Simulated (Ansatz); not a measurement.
# C3H4Se: a ladder of functionals and wavefunction methods

How much do the methods differ for C3H4Se? The plan is to run it at one geometry with functionals of several rungs and with coupled cluster. The yardstick is the atomisation energy at the CCSD(T) limit.

Computed with Ansatz 0.2.0, Gaussian basis. Level: functionals in def2-TZVPP, the program's frozen cores in correlated methods.

The runs, in order: LDA (SPW92), PBE-D4, revPBE-D4, BLYP-D4, r2SCAN-D4, B97M-V, PBE0-D4, B3LYP-D4, r2SCANh-D4, r2SCAN0-D4, HSE06-D4, BHLYP-D4, CAM-B3LYP-D4, LC-ωPBE, ωB97X-V, ωB97M-V, B2PLYP, PBE-QIDH; CCSD(T)/def2-SVP; CCSD(T)/def2-TZVPP; MP2/def2-QZVPP; extrapolation to the limit; RPA on PBE.

### Step 1. The relaxed structure

The geometry comes from an earlier relaxation with PBE0-D4 in a triple-zeta def2 set; it is a stationary point, not always the lowest conformer.

SMILES `CC1=C[Se]1`, 8 atoms, charge 0, spin multiplicity 1.

Atoms are counted from 1 here; the program's logs count them from 0.

Bond lengths: C1–C2 1.459 Å, C1–H5 1.093 Å, C1–H6 1.093 Å, C1–H7 1.093 Å, C2–C3 1.272 Å, C2–Se4 1.999 Å, C3–Se4 1.977 Å, C3–H8 1.075 Å. Angles: C2–C1–H5 110.2°, C2–C1–H6 110.6°, C2–C1–H7 110.2°, H5–C1–H6 109.2°, H5–C1–H7 107.5°, H6–C1–H7 109.2°, C1–C2–C3 154.0°, C1–C2–Se4 135.6°, C3–C2–Se4 70.4°, C2–C3–Se4 72.3°, C2–C3–H8 150.7°, Se4–C3–H8 137.0°, C2–Se4–C3 37.3°.

### Step 2. LDA

This LDA is Slater exchange with PW92 correlation.

Input file in.yaml:

```yaml
crystal:
  periodic: [false, false, false]
  atoms:
    - {symbol: C, position_ang: [-0.058641, 1.115612, -0.117381]}
    - {symbol: C, position_ang: [0.101093, -0.331818, -0.035652]}
    - {symbol: C, position_ang: [-0.190658, -1.492141, 0.396394]}
    - {symbol: Se, position_ang: [1.306183, -1.684557, -0.880624]}
    - {symbol: H, position_ang: [0.869001, 1.614111, 0.175304]}
    - {symbol: H, position_ang: [-0.867690, 1.449801, 0.536704]}
    - {symbol: H, position_ang: [-0.281867, 1.412392, -1.145364]}
    - {symbol: H, position_ang: [-0.785323, -2.140500, 1.014620]}
basis:
  gaussian: {orbitals: def2-TZVPP}
hamiltonian: {xc: lda}
output: {orbitals: {seedname: orbitals}}
```

On the command line:

```console
ansatz run in.yaml --threads 2 --pin off --events-out ev --progress --plain --max-ram 4352MiB
```

Further steps of the session: PBE-D4 (GGA); revPBE-D4 (GGA); BLYP-D4 (GGA); r2SCAN-D4 (meta-GGA); B97M-V (meta-GGA); PBE0-D4 (hybrid); B3LYP-D4 (hybrid); r2SCANh-D4 (hybrid); r2SCAN0-D4 (hybrid); HSE06-D4 (hybrid); BHLYP-D4 (hybrid); CAM-B3LYP-D4 (range-separated); LC-ωPBE (range-separated); ωB97X-V (range-separated); ωB97M-V (range-separated); B2PLYP (double hybrid); PBE-QIDH (double hybrid); CCSD(T) in def2-SVP; CCSD(T) in def2-TZVPP; MP2 in def2-QZVPP; RPA on PBE orbitals.

**Question.** What will the summary of the whole plan be? Wanted: atomisation energy, CCSD(T)/CBS; farthest beyond LDA; mean size of error, GGA; mean size of error, meta-GGA; mean size of error, hybrid; mean size of error, range-separated; mean size of error, double hybrid; gap, smallest and largest; T1 diagnostic.

**Answer**, as computed:

| quantity | value |
| --- | --- |
| atomisation energy, CCSD(T)/CBS | 31.975 eV |
| functionals within 0.320 eV (1.0 %) | revPBE-D4, BLYP-D4, r2SCAN-D4, B97M-V, B3LYP-D4, r2SCANh-D4, CAM-B3LYP-D4, LC-ωPBE, ωB97X-V, ωB97M-V, B2PLYP, PBE-QIDH |
| farthest beyond LDA | PBE-D4 (+1.203 eV) |
| mean size of error, GGA | 0.548 eV |
| mean size of error, meta-GGA | 0.131 eV |
| mean size of error, hybrid | 0.419 eV |
| mean size of error, range-separated | 0.063 eV |
| mean size of error, double hybrid | 0.145 eV |
| gap, smallest and largest | 2.98 eV (BLYP-D4), 9.90 eV (LC-ωPBE) |
| T1 diagnostic | 0.0102 |
| triples share of the correlation energy | 4.6 % |

LDA overbinds by 5.299 eV (17 %). PBE-D4 misses by +1.203 eV. Double hybrids carry the basis error of their MP2 part in triple zeta, and no dispersion term here, so their miss is partly the set-up's. The rungs range-separated, meta-GGA, double hybrid miss on average by less than the doubt on the reference (0.320 eV), so they tie. Misses under about 0.320 eV are within the doubt on the reference itself, which lacks core-valence correlation, relativity and higher excitations, and its outer-core shells are covered unevenly. All levels share the lack of spin-orbit coupling, which lowers the free heavy atoms and so the true binding. Hartree-Fock recovers 70 % of the binding; the rest is correlation. CCSD(T) in def2-SVP is off by -1.696 eV, more than most functionals: a good method in a small basis is no reference. The gap grows from 3.0 to 9.9 eV across the functionals, mostly with the share of exact exchange. Correlated methods include outer-core shells of Se, which these sets cover unevenly.
